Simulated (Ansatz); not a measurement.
# C2H8Cl2Ga2: a ladder of functionals and wavefunction methods

An exercise on one series of results from a longer session: the logs are not shown, and one member is left open.

Computed with Ansatz 0.2.0, Gaussian basis. Level: functionals in def2-TZVPP, the program's frozen cores in correlated methods.

Plan: LDA (SPW92), PBE-D4, revPBE-D4, BLYP-D4, r2SCAN-D4, B97M-V, PBE0-D4, B3LYP-D4, r2SCANh-D4, r2SCAN0-D4, HSE06-D4, BHLYP-D4, CAM-B3LYP-D4, LC-ωPBE, ωB97X-V, ωB97M-V, B2PLYP, PBE-QIDH; CCSD(T)/def2-SVP; MP2/def2-TZVPP; MP2/def2-QZVPP; RPA on PBE.

### The relaxed structure

All runs share one geometry, relaxed beforehand with PBE0-D4 in a triple-zeta def2 set.

SMILES `[CH3][Ga@H-]1[Cl+][Ga@H-]([CH3])[Cl+]1`, 14 atoms, charge 0, spin multiplicity 1.

Atoms are counted from 1 here; the program's logs count them from 0.

Bond lengths: C1–Ga2 1.951 Å, C1–H7 1.092 Å, C1–H8 1.091 Å, C1–H9 1.092 Å, Ga2–Cl3 2.374 Å, Ga2–Cl6 2.374 Å, Ga2–H10 1.556 Å, Cl3–Ga4 2.374 Å, Ga4–C5 1.951 Å, Ga4–Cl6 2.374 Å, Ga4–H11 1.556 Å, C5–H12 1.092 Å, C5–H13 1.091 Å, C5–H14 1.092 Å. Angles: Ga2–C1–H7 110.4°, Ga2–C1–H8 110.0°, Ga2–C1–H9 110.4°, H7–C1–H8 108.8°, H7–C1–H9 108.4°, H8–C1–H9 108.8°, C1–Ga2–Cl3 106.6°, C1–Ga2–Cl6 106.6°, C1–Ga2–H10 134.4°, Cl3–Ga2–Cl6 90.2°, Cl3–Ga2–H10 105.1°, Cl6–Ga2–H10 105.1°, Ga2–Cl3–Ga4 89.8°, Cl3–Ga4–C5 106.6°, Cl3–Ga4–Cl6 90.2°, Cl3–Ga4–H11 105.1°, C5–Ga4–Cl6 106.6°, C5–Ga4–H11 134.4° and more.

Geometry (Å):

```tsv
atom	x (Å)	y (Å)	z (Å)
C1	-0.8859	1.6514	2.3957
Ga2	0.5081	1.1254	1.1357
Cl3	0.4654	-1.2460	1.0299
Ga4	-0.5049	-1.1217	-1.1332
C5	0.8826	-1.6544	-2.3977
Cl6	-0.4544	1.2496	-1.0309
H7	-1.0674	2.7265	2.3367
H8	-1.8133	1.1259	2.1658
H9	-0.5879	1.4073	3.4174
H10	2.0019	1.5137	0.9390
H11	-1.9991	-1.5048	-0.9301
H12	1.0623	-2.7296	-2.3359
H13	1.8120	-1.1300	-2.1735
H14	0.5806	-1.4131	-3.4189
```

The first run:

File in.yaml:

```yaml
crystal:
  periodic: [false, false, false]
  atoms:
    - {symbol: C, position_ang: [-0.885866, 1.651387, 2.395718]}
    - {symbol: Ga, position_ang: [0.508144, 1.125368, 1.135686]}
    - {symbol: Cl, position_ang: [0.465419, -1.245955, 1.029914]}
    - {symbol: Ga, position_ang: [-0.504851, -1.121700, -1.133213]}
    - {symbol: C, position_ang: [0.882563, -1.654413, -2.397677]}
    - {symbol: Cl, position_ang: [-0.454448, 1.249606, -1.030909]}
    - {symbol: H, position_ang: [-1.067418, 2.726453, 2.336736]}
    - {symbol: H, position_ang: [-1.813342, 1.125865, 2.165828]}
    - {symbol: H, position_ang: [-0.587916, 1.407272, 3.417410]}
    - {symbol: H, position_ang: [2.001873, 1.513658, 0.938952]}
    - {symbol: H, position_ang: [-1.999084, -1.504830, -0.930130]}
    - {symbol: H, position_ang: [1.062285, -2.729633, -2.335903]}
    - {symbol: H, position_ang: [1.812040, -1.129952, -2.173539]}
    - {symbol: H, position_ang: [0.580630, -1.413137, -3.418872]}
basis:
  gaussian: {orbitals: def2-TZVPP}
hamiltonian: {xc: lda}
output: {orbitals: {seedname: orbitals}}
```

Started as:

```bash
$ ansatz run in.yaml --threads 4 --pin off --events-out ev --progress --plain --max-ram 11315MiB
```

Steps of the session up to this table: LDA; PBE-D4 (GGA); revPBE-D4 (GGA); BLYP-D4 (GGA); r2SCAN-D4 (meta-GGA); B97M-V (meta-GGA); PBE0-D4 (hybrid); B3LYP-D4 (hybrid); r2SCANh-D4 (hybrid); r2SCAN0-D4 (hybrid); HSE06-D4 (hybrid); BHLYP-D4 (hybrid); CAM-B3LYP-D4 (range-separated); LC-ωPBE (range-separated); ωB97X-V (range-separated); ωB97M-V (range-separated); B2PLYP (double hybrid); PBE-QIDH (double hybrid).

One table of the session follows, with a row left open; its other results are not shown here.

It belongs to the step «Frontier levels by functional». 

```
  functional  HOMO (eV)  gap (eV)
 LDA (SPW92)      -6.85      5.36
      PBE-D4      -6.74      5.56
   revPBE-D4      -6.70      5.67
     BLYP-D4      -6.61      5.54
   r2SCAN-D4      -7.05      6.21
      B97M-V      -7.14      6.18
     PBE0-D4          ?         ?
    B3LYP-D4      -7.77      7.16
  r2SCANh-D4      -7.50      6.93
  r2SCAN0-D4      -8.19      8.01
    HSE06-D4      -7.60      6.85
    BHLYP-D4      -9.14      9.57
CAM-B3LYP-D4      -9.33      9.87
     LC-ωPBE     -10.70     12.41
     ωB97X-V     -10.34     11.88
     ωB97M-V     -10.17     11.45
```

**Question.** Estimate the row for PBE0-D4.

**Answer.** HOMO (eV): -7.99; gap (eV): 7.62. In the column «HOMO (eV)» it lies between r2SCAN0-D4 (-8.19) and B3LYP-D4 (-7.77).
